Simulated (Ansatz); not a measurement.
# Ti2Co: substituted relatives

The structure type of Ti2Co is kept and its elements are changed: Co → Fe. Wanted are volume, gap and formation energy of each.

Computed with Ansatz 0.2.0 (DFT r2SCAN, scalar-relativistic, plane waves, PAW, unless a step's input says otherwise).

2 further runs of the same task are left out: 2 set aside as unsound or not needed.

### 1 The system as given

It takes space group Fd-3m (No. 227, cubic). Conventional cell: a = 7.129 Å, b = 7.129 Å, c = 7.129 Å, α = 90.00°, β = 90.00°, γ = 90.00°. Ti (site symmetry -3m) has 6 Ti at 2.52 Å as nearest neighbours. Co (site symmetry -43m) has 12 Ti at 2.96 Å and 4 Co at 3.09 Å as nearest neighbours.

As a file:

```
CELL_PARAMETERS angstrom
0.00000 3.56446 3.56446
3.56446 0.00000 3.56446
3.56446 3.56446 0.00000
ATOMIC_POSITIONS crystal
Ti 0.12500 0.12500 0.12500
Ti 0.62500 0.12500 0.12500
Ti 0.12500 0.12500 0.62500
Ti 0.12500 0.62500 0.12500
Co 0.50000 0.50000 0.50000
Co 0.75000 0.75000 0.75000
```

This cell was relaxed beforehand with the same method: volume 15.10 Å³/atom, gap on the mesh none (metal), site moments up to 1.8 μB.

### 2 Co → Fe: the starting cell

Ti2Fe starts from the relaxed positions of Ti2Co, with all lengths scaled by 1.009, a guess from tabulated radii. Atoms that may carry a moment start with parallel spins.

### 3 Quick check of gap, pressure and forces (Ti2Fe)

input.yaml reads:

```yaml
crystal:
  lattice:
    - [0.0, 3.5972586304, 3.5972586304]
    - [3.5972586304, 0.0, 3.5972586304]
    - [3.5972586304, 3.5972586304, 0.0]
  atoms:
    - { symbol: Ti, position: [0.125, 0.125, 0.125] }
    - { symbol: Ti, position: [0.625, 0.125, 0.125] }
    - { symbol: Ti, position: [0.125, 0.125, 0.625] }
    - { symbol: Ti, position: [0.125, 0.625, 0.125] }
    - { symbol: Fe, position: [0.5, 0.5, 0.5], spin: 4.0 }
    - { symbol: Fe, position: [0.75, 0.75, 0.75], spin: 4.0 }
basis:
  ecutwfc: 500
kpoints:
  mp_grid: { grid: [4, 4, 4] }
hamiltonian:
  xc: r2scan
scf:
  occupations: { method: gaussian, width: 0.1 }
  lower_state_search: "off"
output:
  forces: true
  stress: true
  eigenvalues: true
  populations: true
magnetization:
  spin_polarized: true
```

Command:

```
> ansatz run input.yaml --threads 1 --pin off --max-ram 2560MiB --backend cpu --events-out ev --progress --plain --runs-dir out
```

The log of the run (excerpt; [...] marks lines left out):

```text
[...]
this state was not tested for a lower state beside it, because the mixer in use, unlike msr1, does not test its closes by its own steps (another_mixer; see scf.mixing.algorithm and scf.lower_state_search)
SCF converged after 22 iterations
Magnetization: 1.7539 μB (40.8770 up, 39.1230 down)
Absolute magnetization: 10.6276 μB (∫|ρ↑−ρ↓|, with the PAW one-centre terms)
Spin contamination: 3.7550 ħ² per cell (⟨S²⟩ above its minimum at these occupations)
Per-site moments (μB) at R_I (Å): [(-0.717715951161781, 1.0492539631355398), (-0.7177159511617819, 1.0492539631355398), (-0.7177159511617816, 1.0492539631355398), (-0.7177159511617812, 1.0492539631355398), (3.06679285527412, 1.2303593311870318), (3.066792855274119, 1.2303593311870316)]
Free energy (F): -18986.614843 eV
[...]
E sigma→0 (E₀):  -18986.603016 eV
Entropy (-TS):   -0.023654 eV (-3.942 meV/atom)
Fermi energy:    14.198331 eV
[...]
--- Forces (eV/Å), atoms counted from 1 ---
  atom   1  Ti     0.00000000    -0.00000000    -0.00000000
  atom   2  Ti     0.00000000    -0.00000000    -0.00000000
  atom   3  Ti     0.00000000    -0.00000000     0.00000000
  atom   4  Ti     0.00000000    -0.00000000     0.00000000
  atom   5  Fe    -0.00000000     0.00000000    -0.00000000
  atom   6  Fe     0.00000000     0.00000000     0.00000000
[...]
--- Stress (GPa, compression-positive) ---
        2.331805       0.000000      -0.000000
       -0.000000       2.331805       0.000000
        0.000000      -0.000000       2.331805
  P = ⅓ Tr σ = 2.3318 GPa (23.318 kbar)
--- Band table (eV; the first three rows and the last of 16) ---
[...]
--- Löwdin populations: 6 sites ---
  site symbol       q [e]    m [muB]
     0     Ti     11.9687    -1.0241
     1     Ti     11.9687    -1.0241
     2     Ti     11.9687    -1.0241
     3     Ti     11.9687    -1.0241
     4     Fe     15.5095     3.0822
     5     Fe     15.5095     3.0822
  spilling = 0.013827 (of n_electrons = 80.000000)
```

Run time: 38 s. Hardware: 1 thread of Intel Xeon Platinum 8259CL at 2.50GHz (Skylake/Cascade Lake), shared host; peak memory 0.77 GiB.

Per atom:

```
atom  moment in the atom's sphere (μB)  Löwdin electrons
 Ti1                             -0.72             11.97
 Ti2                             -0.72             11.97
 Ti3                             -0.72             11.97
 Ti4                             -0.72             11.97
 Fe5                              3.07             15.51
 Fe6                              3.07             15.51
```

The Löwdin counts miss 1.11 of the 80 electrons, which the atomic orbitals do not span, so they are no charges.

Read-out: pressure 2.3 GPa, largest force 0.00 eV/Å, gap on this mesh none (metal). By this gap the next run takes a mesh of 8×8×8.

### 4 Full relaxation (Ti2Fe)

input.yaml reads:

```yaml
crystal:
  lattice:
    - [0.0, 3.5972586304, 3.5972586304]
    - [3.5972586304, 0.0, 3.5972586304]
    - [3.5972586304, 3.5972586304, 0.0]
  atoms:
    - { symbol: Ti, position: [0.125, 0.125, 0.125], spin: -0.79 }
    - { symbol: Ti, position: [0.625, 0.125, 0.125], spin: -0.79 }
    - { symbol: Ti, position: [0.125, 0.125, 0.625], spin: -0.79 }
    - { symbol: Ti, position: [0.125, 0.625, 0.125], spin: -0.79 }
    - { symbol: Fe, position: [0.5, 0.5, 0.5], spin: 3.37 }
    - { symbol: Fe, position: [0.75, 0.75, 0.75], spin: 3.37 }
basis:
  ecutwfc: 500
kpoints:
  mp_grid: { grid: [8, 8, 8] }
hamiltonian:
  xc: r2scan
scf:
  occupations: { method: gaussian, width: 0.1 }
output:
  forces: true
  stress: true
  eigenvalues: true
  populations: true
magnetization:
  spin_polarized: true
relax:
  adjacent_minimum: "off"
  f_tol: 0.01
  max_steps: 60
  cell: { stress_tol: 0.1 }
```

Command:

```
> ansatz run input.yaml --threads 1 --pin off --max-ram 2560MiB --backend cpu --events-out ev --progress --plain --runs-dir out
```

The log of the run:

```text
Warning: RAYON_NUM_THREADS=1 ignored (pool sized by the plan → 1); use --threads N
Engine: ansatz 0.2.0, x86_64-unknown-linux-gnu
Pseudopotentials: kind: paw
Pseudopotential: Ti, paw, valence charge 12, recommended cutoff 500 eV (meta_gga), Ti.paw.azcp
Pseudopotential: Fe, paw, valence charge 16, recommended cutoff 500 eV (meta_gga), Fe.paw.azcp
Functional definition: r2SCAN
  parameter k0 = 0.174
  parameter k1 = 0.065
  parameter a1 = 4.9479
  exchange = r2scan_x(k0 = k0, k1 = k1, a1 = a1)
  correlation = r2scan_c
Crystal: 6 atoms, lattice volume = 93.099 Å³
Basis set: ecut = 500 eV, 2421 PW (Γ), exchange–correlation on 160×160×160 points (64 copies of the dense FFT grid, shifted against one another)
Bands: 54, of which v1, the nominal top of the filled ones, is band 40 counted from 1 (39 counted from 0)
Symmetry: 48 space group operations
Space group: Fd-3m (ITA 227), of the structure as read, at distance tolerance 4.5e-5 Å
Magnetic group: BNS 227.128 (UNI 1630), of the structure as read, at distance tolerance 4.5e-5 Å
k-points: 29 of 512
Non-local potential: Ti, projectors of the file, l = 0: 3, l = 1: 2, l = 2: 3, l = 3: 1
Non-local potential: Fe, projectors of the file, l = 0: 3, l = 1: 2, l = 2: 3, l = 3: 1
PAW form: soft (Blöchl's): semilocal exchange-correlation on the pseudo side does not see the compensation charge
PAW frozen core: Ti, regenerated for the run's functional (the file was generated under x = pbe(κ = 0.804, μ = 0.2195149727645171), c = pbe(β = 0.06672455060314922))
PAW frozen core: Fe, regenerated for the run's functional (the file was generated under x = pbe(κ = 0.804, μ = 0.2195149727645171), c = pbe(β = 0.06672455060314922))
PAW one-centre angular grid: Ti, 590 points (default); XC on 160 Gauss nodes
PAW one-centre angular grid: Fe, 590 points (default); XC on 160 Gauss nodes
Initial density: superposition of atomic densities (chi_scale 0.1, normalization cell)
Starting moments: Σ|m| = 9.9 μB on 6 of 6 sites
Initial wavefunctions: pseudopotential atomic-orbital guess
Functional: x = r2scan, c = r2scan; τ floored in thin density (d = 2e-4 eV/Å³)
SCF iter   1: F=—  HF=-18985.224006 eV  |F-HF|=—  |Δ(HF+E_count)|=         —  Δρ=3.98e-2 (↑3.30e-2 ↓3.98e-2)  dr2=4.82e0  dr2_τ=3.45e-2  dr2_m=1.03e-1  M=2.553 μB ∫|m|=9.813 μB  β_m=1.00  ethr=3.10e-3  ⟨swp⟩=3.9  Hψ=9339  notcnv=0  defer=2
Mixer restart at iter 1: flushing history
preconditioner: auto → Kerker (q_TF=auto, 2.660 Å⁻¹)  [metal: Δε(μ)=0.017 eV  Ē_g=4.754 eV  σ=0.100 eV  W_gap=0.10  n_scr=26 (ndim 8)  ℏωp=21.8 eV  f_vac=0.000  D(μ)=7.60/eV (n_scr^D=88)]
spin=Collinear: Kerker preconditioning applied to the charge; magnetization (m = ρ↑ − ρ↓) channel mixes plain (no charge-response kernel on spin).
SCF iter   2: F=—  HF=-18985.454936 eV  |F-HF|=—  |Δ(HF+E_count)|=   2.31e-1  Δρ=1.91e-2 (↑1.77e-2 ↓1.91e-2)  dr2=1.43e0  dr2_τ=8.27e-3  dr2_m=4.09e-2  M=2.015 μB ∫|m|=10.376 μB  β_m=1.00  ethr=3.10e-3  ⟨swp⟩=2.4  Hψ=5286  notcnv=0  defer=399  κ⁻¹=1.0e0(r=1)
SCF iter   3: F=—  HF=-18986.117564 eV  |F-HF|=—  |Δ(HF+E_count)|=   6.63e-1  Δρ=9.61e-3 (↑9.44e-3 ↓9.61e-3)  dr2=5.17e-1  dr2_τ=2.61e-3  dr2_m=2.67e-3  M=1.572 μB ∫|m|=10.865 μB  β_m=1.00  ethr=1.78e-3  ⟨swp⟩=2.3  Hψ=4354  notcnv=0  defer=409  κ⁻¹=7.9e-2(r=2)
SCF iter   4: F=—  HF=-18986.541387 eV  |F-HF|=—  |Δ(HF+E_count)|=   4.24e-1  Δρ=6.44e-3 (↑5.70e-3 ↓6.44e-3)  dr2=2.28e-1  dr2_τ=1.61e-3  dr2_m=1.50e-3  M=1.383 μB ∫|m|=11.079 μB  β_m=1.00  ethr=6.46e-4  ⟨swp⟩=2.2  Hψ=4260  notcnv=0  defer=420  κ⁻¹=1.2e-2(r=3)
SCF iter   5: F=—  HF=-18986.664410 eV  |F-HF|=—  |Δ(HF+E_count)|=         —  Δρ=3.10e-3 (↑3.10e-3 ↓2.56e-3)  dr2=3.78e-2  dr2_τ=2.31e-4  dr2_m=6.09e-4  M=1.275 μB ∫|m|=11.193 μB  β_m=1.00  ethr=2.85e-4  ⟨swp⟩=2.0  Hψ=5213  notcnv=0  defer=418
Mixer restart at iter 5: flushing history
SCF iter   6: F=—  HF=-18986.665459 eV  |F-HF|=—  |Δ(HF+E_count)|=   1.05e-3  Δρ=2.46e-3 (↑2.05e-3 ↓2.46e-3)  dr2=1.96e-2  dr2_τ=1.90e-4  dr2_m=1.64e-4  M=1.262 μB ∫|m|=11.177 μB  β_m=1.00  ethr=4.72e-5  ⟨swp⟩=1.0  Hψ=3405  notcnv=0  defer=415  κ⁻¹=1.0e0(r=1)
SCF iter   7: F=—  HF=-18986.673088 eV  |F-HF|=—  |Δ(HF+E_count)|=   7.63e-3  Δρ=1.85e-3 (↑9.51e-4 ↓1.85e-3)  dr2=6.15e-3  dr2_τ=8.72e-5  dr2_m=3.20e-4  M=1.260 μB ∫|m|=11.121 μB  β_m=1.00  ethr=2.46e-5  ⟨swp⟩=2.0  Hψ=3754  notcnv=0  defer=415  κ⁻¹=6.1e-2(r=2)
SCF iter   8: F=—  HF=-18986.678706 eV  |F-HF|=—  |Δ(HF+E_count)|=   5.62e-3  Δρ=5.98e-4 (↑5.98e-4 ↓5.76e-4)  dr2=1.52e-3  dr2_τ=7.83e-6  dr2_m=5.36e-6  M=1.269 μB ∫|m|=11.068 μB  β_m=1.00  ethr=7.69e-6  ⟨swp⟩=2.0  Hψ=4604  notcnv=0  defer=415  κ⁻¹=5.9e-3(r=3)
SCF iter   9: F=—  HF=-18986.680378 eV  |F-HF|=—  |Δ(HF+E_count)|=   1.67e-3  Δρ=3.30e-4 (↑2.54e-4 ↓3.30e-4)  dr2=1.72e-4  dr2_τ=4.09e-6  dr2_m=9.60e-6  M=1.266 μB ∫|m|=11.054 μB  β_m=1.00  ethr=1.90e-6  ⟨swp⟩=2.1  Hψ=4927  notcnv=0  defer=422  κ⁻¹=7.2e-4(r=4)
SCF iter  10: F=—  HF=-18986.680476 eV  |F-HF|=—  |Δ(HF+E_count)|=   9.82e-5  Δρ=1.96e-4 (↑1.96e-4 ↓1.23e-4)  dr2=3.99e-5  dr2_τ=1.19e-6  dr2_m=3.05e-6  M=1.262 μB ∫|m|=11.058 μB  β_m=1.00  ethr=2.15e-7  ⟨swp⟩=2.0  Hψ=5477  notcnv=0  defer=421  κ⁻¹=2.8e-4(r=5)
SCF iter  11: F=—  HF=-18986.680521 eV  |F-HF|=—  |Δ(HF+E_count)|=   4.48e-5  Δρ=1.02e-4 (↑1.02e-4 ↓8.71e-5)  dr2=1.89e-5  dr2_τ=3.99e-7  dr2_m=2.69e-7  M=1.263 μB ∫|m|=11.060 μB  β_m=1.00  ethr=4.99e-8  ⟨swp⟩=2.2  Hψ=5130  notcnv=0  defer=416  κ⁻¹=2.7e-4(r=6)
SCF iter  12: F=—  HF=-18986.680536 eV  |F-HF|=—  |Δ(HF+E_count)|=   1.50e-5  Δρ=5.11e-5 (↑5.11e-5 ↓4.68e-5)  dr2=6.69e-6  dr2_τ=8.44e-8  dr2_m=7.19e-8  M=1.263 μB ∫|m|=11.061 μB  β_m=1.00  ethr=2.37e-8  ⟨swp⟩=2.0  Hψ=4755  notcnv=0  defer=415  κ⁻¹=4.2e-5(r=7)
SCF iter  13: F=—  HF=-18986.680536 eV  |F-HF|=—  |Δ(HF+E_count)|=   6.86e-7  Δρ=1.26e-5 (↑1.26e-5 ↓1.15e-5)  dr2=2.28e-7  dr2_τ=6.02e-9  dr2_m=3.95e-8  M=1.265 μB ∫|m|=11.060 μB  β_m=1.00  ethr=8.36e-9  ⟨swp⟩=2.0  Hψ=5113  notcnv=0  defer=415  κ⁻¹=5.1e-6(r=8)
SCF iter  14: F=—  HF=-18986.680536 eV  |F-HF|=—  |Δ(HF+E_count)|=   2.79e-7  Δρ=7.66e-6 (↑7.66e-6 ↓7.38e-6)  dr2=8.10e-8  dr2_τ=2.26e-9  dr2_m=6.28e-9  M=1.264 μB ∫|m|=11.060 μB  β_m=1.00  ethr=2.85e-10  ⟨swp⟩=2.1  Hψ=5183  notcnv=0  defer=415  κ⁻¹=1.8e-6(r=8)
SCF iter  15: F=—  HF=-18986.680537 eV  |F-HF|=—  |Δ(HF+E_count)|=   2.85e-7  Δρ=4.48e-6 (↑4.48e-6 ↓4.24e-6)  dr2=3.71e-8  dr2_τ=4.20e-10  dr2_m=1.78e-9  M=1.264 μB ∫|m|=11.060 μB  β_m=1.00  ethr=1.01e-10  ⟨swp⟩=2.0  Hψ=5484  notcnv=0  defer=415  κ⁻¹=1.3e-6(r=8)
SCF iter  16: F=—  HF=-18986.680537 eV  |F-HF|=—  |Δ(HF+E_count)|=   2.96e-8  Δρ=2.30e-6 (↑2.11e-6 ↓2.30e-6)  dr2=9.69e-9  dr2_τ=1.70e-10  dr2_m=1.26e-9  M=1.264 μB ∫|m|=11.060 μB  β_m=1.00  ethr=4.64e-11  ⟨swp⟩=2.0  Hψ=4775  notcnv=0  defer=415  κ⁻¹=1.8e-6(r=8)
SCF iter  17: F=-18986.680537 eV  HF=-18986.680537 eV  |F-HF|=6.59e-8  |Δ(HF+E_count)|=   4.59e-8  Δρ=5.57e-6 (↑1.67e-6 ↓5.57e-6)  dr2=7.39e-8  dr2_τ=3.43e-10  dr2_m=3.74e-9  M=1.264 μB ∫|m|=11.060 μB  ethr=1.21e-11  ⟨swp⟩=6.8  Hψ=12481  notcnv=0
SCF 1 converged in 17 iterations: F = -18986.680537 eV  dr2 = 7.39e-8
relax step   1: F+E_penalty+E_count = -18986.68053676 eV  Δ(F+E_penalty+E_count) = +0.000e0 eV  max|allowed force component| = 3.469e-18 eV/Å  Δτ_max = 0.0000 Å  P = +2.639 GPa  Ω = 93.099 Å³  (17 SCF iters, dr2 threshold 1.00e-7 eV, accepted)
[... 21 lines left out ...]
relax step   2: F+E_penalty+E_count = -18986.69922576 eV  Δ(F+E_penalty+E_count) = -1.869e-2 eV  max|allowed force component| = 1.388e-17 eV/Å  Δτ_max = 0.0000 Å  P = +0.254 GPa  Ω = 95.415 Å³  energy of the carried Pulay correction = -1.807e-3 eV  (12 SCF iters, dr2 threshold 6.00e-7 eV, accepted)
[... 15 lines left out ...]
relax step   3: F+E_penalty+E_count = -18986.69924308 eV  Δ(F+E_penalty+E_count) = -1.732e-5 eV  max|allowed force component| = 2.033e-17 eV/Å  Δτ_max = 0.0000 Å  P = +0.014 GPa  Ω = 95.669 Å³  energy of the carried Pulay correction = -2.002e-3 eV  (9 SCF iters, dr2 threshold 1.61e-7 eV, accepted)
[... 20 lines left out ...]
relax step   4: F+E_penalty+E_count = -18986.70130288 eV  Δ(F+E_penalty+E_count) = -2.060e-3 eV  max|allowed force component| = 1.773e-17 eV/Å  Δτ_max = 0.0000 Å  P = +0.025 GPa  Ω = 95.669 Å³  stress off target by 2.55e-2 GPa  SCF on the basis re-selected at this cell (its energy is not comparable with the rows above)  (15 SCF iters)
basis re-selected at this cell: Δ(F+E_penalty+E_count) = -2.060e-3 eV, ΔP = +0.011 GPa vs the last step (what re-selecting the basis moved, of the pressure what is left beyond the Pulay correction that the steps carried, after the strain that the cell walked since its last selection, with what the two solves' SCF thresholds leave and, on support functions, any second-order correction that the steps lacked; it is no measure of the basis error at this ecutwfc). This SCF's stress stands 2.55e-2 GPa from its target on what of the cell is left free (relax.cell.stress_tol is 1.00e-1 GPa) and its largest allowed force component is 1.77e-17 eV/Å (relax.f_tol is 1.00e-2 eV/Å): within both
SCF converged after 15 iterations
Stability not checked: this state was not tested for a lower state beside it, because the mixer in use, unlike msr1, does not test its closes by its own steps (another_mixer; see scf.mixing.algorithm and scf.lower_state_search)
Magnetization: 1.1909 μB (40.5955 up, 39.4045 down)
Absolute magnetization: 11.3431 μB (∫|ρ↑−ρ↓|, with the PAW one-centre terms)
Spin contamination: 4.3240 ħ² per cell (⟨S²⟩ above its minimum at these occupations)
Per-site moments (μB) at R_I (Å): [(-0.8300092774928016, 1.0588202628069636), (-0.8300092774928008, 1.0588202628069636), (-0.8300092774928006, 1.0588202628069636), (-0.8300092774928016, 1.0588202628069636), (3.118462275420608, 1.241576811872542), (3.1184622754206073, 1.241576811872542)]
Free energy (F): -18986.701303 eV
Harris-Foulkes:  -18986.701303 eV  (|F-HF|=8.37e-11)
Internal energy: -18986.681417 eV  (E = F + TS)
E sigma→0 (E₀):  -18986.691360 eV
Entropy (-TS):   -0.019886 eV (-3.314 meV/atom)
Fermi energy:    13.778926 eV
--- Per-component energies (eV) ---
  E_band       = -1274.501259
  E_kinetic    = 1787.968115
  E_local      = -8187.009333  (includes V_loc(G=0)·N_el)
  E_nonlocal   = 485.319616
  E_hartree    = 3408.330320
  E_xc         = -595.933255
  E_vxc        = -865.359073  (∫ρ·V_xc dr)
  E_paw        = -6991.052025  (= ΣΔE_a)
  E_vpaw       = -1373.462662  (= ΣTr[D̂ρ^β])
  E_aug_tail   = 0.000898  (compensation charges beyond the density's cutoff)
  E_vtau       = 61.380075  (kinetic-family band-sum trace: ∫τ·v_τ [+ j·A + Jᵃ·Aᵃ] dr)
  E_ewald      = -8892.712975
  E_core_change = -1.592778  (= ΣΔE_core)
  E_smearing   = -0.019886  (= −TS)
  E_closure    = -0.000000  (closes the sum)
  Σ components = -18986.701303   (vs F -18986.701303, Δ=0.00e0)
--- Forces (eV/Å), atoms counted from 1 ---
  atom   1  Ti     0.00000000    -0.00000000    -0.00000000
  atom   2  Ti     0.00000000    -0.00000000     0.00000000
  atom   3  Ti     0.00000000    -0.00000000    -0.00000000
  atom   4  Ti     0.00000000    -0.00000000     0.00000000
  atom   5  Fe    -0.00000000    -0.00000000    -0.00000000
  atom   6  Fe     0.00000000     0.00000000     0.00000000
  max |Σ_I F_I| component: 4.63e-18 eV/Å
--- Stress (GPa, compression-positive) ---
        0.025469       0.000000       0.000000
        0.000000       0.025469       0.000000
        0.000000       0.000000       0.025469
  P = ⅓ Tr σ = 0.0255 GPa (0.255 kbar)
--- Band table (eV; the first three rows and the last of 58) ---
  k-point 0 ↑: bands = ["-79.1365", "-79.1345", "-44.4510", "-44.1164", "-44.1164", "-44.1164", "-43.7932", "-43.7932", "-43.7932", "-43.7840", "-43.7840", "-43.7840", "-20.7096", "-19.8884", "-19.8884", "-19.8884", "-19.6429", "-19.6429", "-19.0903", "-19.0903", "-19.0903", "-18.8994", "-18.8994", "-18.8994", "7.3313", "10.0711", "10.0711", "10.0711", "10.2299", "10.2299", "10.2824", "10.5349", "10.5349", "10.5349", "10.8079", "10.8079", "12.1630", "12.1630", "12.1630", "13.7659", "13.7659", "13.7659", "14.6427", "14.6427", "16.5701", "17.0573", "17.0573", "17.0573", "17.5274", "17.5274", "17.5274", "17.7233", "17.7233", "17.7233"]
[... 3 lines left out ...]
--- Relaxed structure (3 steps of the walk, 3 accepted, 1 SCFs on fresh bases) ---
  F+E_penalty+E_count = -18986.70130288 eV   max|allowed force component| = 1.773e-17 eV/Å   (the final SCF, on the basis selected at the relaxed cell)
  cell:  # Å, volume = 95.6687 Å³
    - [6.623983642764267e-34, 3.6300556988534627, 3.6300556988534627]
    - [3.6300556988534627, 4.856526468853609e-34, 3.6300556988534627]
    - [3.6300556988534627, 3.6300556988534627, 3.4552991598073216e-34]
  atoms:
    - { symbol: Ti, position: [0.12499999999999999, 0.12499999999999999, 0.12499999999999999] }
    - { symbol: Ti, position: [0.6249999999999998, 0.125, 0.125] }
    - { symbol: Ti, position: [0.12499999999999999, 0.12499999999999999, 0.6249999999999998] }
    - { symbol: Ti, position: [0.125, 0.6249999999999998, 0.125] }
    - { symbol: Fe, position: [0.49999999999999994, 0.49999999999999994, 0.49999999999999994] }
    - { symbol: Fe, position: [0.7499999999999999, 0.7499999999999999, 0.7499999999999999] }
--- Löwdin populations: 6 sites ---
  site symbol       q [e]    m [muB]
     0     Ti     11.9655    -1.1763
     1     Ti     11.9655    -1.1763
     2     Ti     11.9655    -1.1763
     3     Ti     11.9655    -1.1763
     4     Fe     15.5036     3.1355
     5     Fe     15.5036     3.1355
  spilling = 0.014138 (of n_electrons = 80.000000)
```

Run time: 4.3 min. Hardware: 1 thread of Intel Xeon Platinum 8259CL at 2.50GHz (Skylake/Cascade Lake), shared host; peak memory 0.94 GiB.

The steps of the relaxation:

| step | energy from step 1 (eV/cell) | largest force component (eV/Å) | pressure (GPa) | volume (Å³) |
| --- | --- | --- | --- | --- |
| 1 | 0.0000 | 0.0000 | 2.64 | 93.10 |
| 2 | -0.0187 | 0.0000 | 0.25 | 95.42 |
| 3 | -0.0187 | 0.0000 | 0.01 | 95.67 |
| 4 | -0.0208 | 0.0000 | 0.03 | 95.67 |

Step 1 is the start. Step 4 repeats the geometry before it on a plane-wave basis chosen anew for that cell, so its energy need not be comparable with the rows above.

Lengths and angles in the start's conventional setting:

|  | before | after | change |
| --- | --- | --- | --- |
| a (Å) | 7.195 | 7.260 | +0.9 % |
| b (Å) | 7.195 | 7.260 | +0.9 % |
| c (Å) | 7.195 | 7.260 | +0.9 % |
| volume (Å³/atom) | 15.52 | 15.94 | +2.8 % |
| shortest distance (Å) | 2.544 | 2.567 | +0.9 % |
| space group (0.01 Å) | Fd-3m | Fd-3m | same |

The run keeps the 48 symmetry operations of the start, so it could not have lowered the symmetry.

Site by site:

| atom | moment in the atom's sphere (μB) | Löwdin electrons |
| --- | --- | --- |
| Ti1 | -0.83 | 11.97 |
| Ti2 | -0.83 | 11.97 |
| Ti3 | -0.83 | 11.97 |
| Ti4 | -0.83 | 11.97 |
| Fe5 | 3.12 | 15.50 |
| Fe6 | 3.12 | 15.50 |

The Löwdin counts miss 1.13 of the 80 electrons, which the atomic orbitals do not span, so they are no charges.

### 5 The crystals compared

```csv
swap,formula,volume (Å³/atom),a (Å),b (Å),c (Å),gap (eV),space group,ΔH_f (eV/atom),moment (μB/cell)
none,Ti2Co,15.10,5.041,5.041,5.041,metal,Fd-3m (227),0.483,4.85
Ti → Hf,Hf2Co,19.82,5.520,5.520,5.520,metal,Fd-3m (227),0.953,4.34
Co → Fe,Ti2Fe,15.94,5.134,5.134,5.134,metal,Fd-3m (227),0.429,1.19
```

Lengths are those of the computed cell. ΔH_f is taken against the elements in their standard states, computed with the same functional; temperature and zero-point motion are left out. Rows of earlier swaps come from the sessions before.

### 6 What came out

```
       quantity                                                value
Co → Fe (Ti2Fe)  15.94 Å³/atom, gap none (metal), ΔH_f +0.43 eV/atom
```

Per atom and against the relaxed parent, Hf2Co is the largest of the new crystals (+31.3 %) and Ti2Fe the smallest (+5.6 %). All of them are metals at this level. Ti2Fe has the lowest formation energy in this structure (0.43 eV/atom). Ti2Co, Hf2Co and Ti2Fe lie above the elements, so they would not form from them in this structure. Other magnetic orders or occupations could lie lower; they were not searched in full.
